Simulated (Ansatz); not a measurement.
# Zr3AlN4: the cost of one run

Program: Ansatz 0.2.0. Level of theory: DFT r2SCAN, scalar-relativistic, plane waves, PAW. These are calculated values, not measurements.

2 further runs of the same task are left out: 2 that didn't finish.

**1. The starting structure**

Symmetry: P4/mmm, No. 123, tetragonal system. Conventional cell: a = 3.215 Å, b = 3.215 Å, c = 8.976 Å, α = 90.00°, β = 90.00°, γ = 90.00°. Zr (site symmetry 4mm) has 6 N at 2.23 to 2.28 Å as nearest neighbours. Zr (site symmetry 4/mmm) is surrounded by 6 N at 2.27 to 2.47 Å. Al (site symmetry 4/mmm) has 6 N at 2.02 to 2.27 Å as nearest neighbours. N (site symmetry 4mm) is surrounded by 1 Al at 2.02 Å and 5 Zr at 2.28 to 2.47 Å. Around N (site symmetry 4/mmm) lie 2 Zr at 2.23 Å and 4 Al at 2.27 Å. N (site symmetry 4/mmm) has 6 Zr at 2.26 to 2.27 Å as nearest neighbours.

As a file:

```
Zr Al N
1.0
     3.21491    0.00000    0.00000
     0.00000    3.21491    0.00000
     0.00000    0.00000    8.97645
Zr Al N
3 1 4
Direct
  0.50000 0.50000 0.75135
  0.00000 0.00000 0.50000
  0.50000 0.50000 0.24865
  0.00000 0.00000 0.00000
  0.00000 0.00000 0.22513
  0.50000 0.50000 0.00000
  0.00000 0.00000 0.77487
  0.50000 0.50000 0.50000
```

The structure comes from the Materials Project (structure only).

(A quick probe on a coarse mesh, which set the mesh and smearing, is not shown.)

**3. Reference: the cell as listed**

Input file input.yaml:

```yaml
crystal:
  lattice:
    - [3.214915, 0.0, 0.0]
    - [0.0, 3.214915, 0.0]
    - [0.0, 0.0, 8.976445]
  atoms:
    - { symbol: Zr, position: [0.5, 0.5, 0.75135] }
    - { symbol: Zr, position: [0.0, 0.0, 0.5] }
    - { symbol: Zr, position: [0.5, 0.5, 0.24865] }
    - { symbol: Al, position: [0.0, 0.0, 0.0] }
    - { symbol: "N", position: [0.0, 0.0, 0.225134] }
    - { symbol: "N", position: [0.5, 0.5, 0.0] }
    - { symbol: "N", position: [0.0, 0.0, 0.774866] }
    - { symbol: "N", position: [0.5, 0.5, 0.5] }
basis:
  ecutwfc: 500
kpoints:
  mp_grid: { grid: [12, 12, 4] }
hamiltonian:
  xc: r2scan
scf:
  occupations: { method: gaussian, width: 0.1 }
output:
  forces: true
  stress: true
  eigenvalues: true
  populations: true
  write_density: true
  write_potential: true
  elf: true
  volumetric_format: npy
```

On the command line:

```sh
$ ansatz run input.yaml --threads 1 --pin off --max-ram 2560MiB --backend cpu --events-out ev --progress --plain --runs-dir out
```

Q: Estimate wall time and peak memory on 1 thread of AMD EPYC 7R43 (Zen 3), shared host.

About 57 s, with a peak of 0.75 GiB.
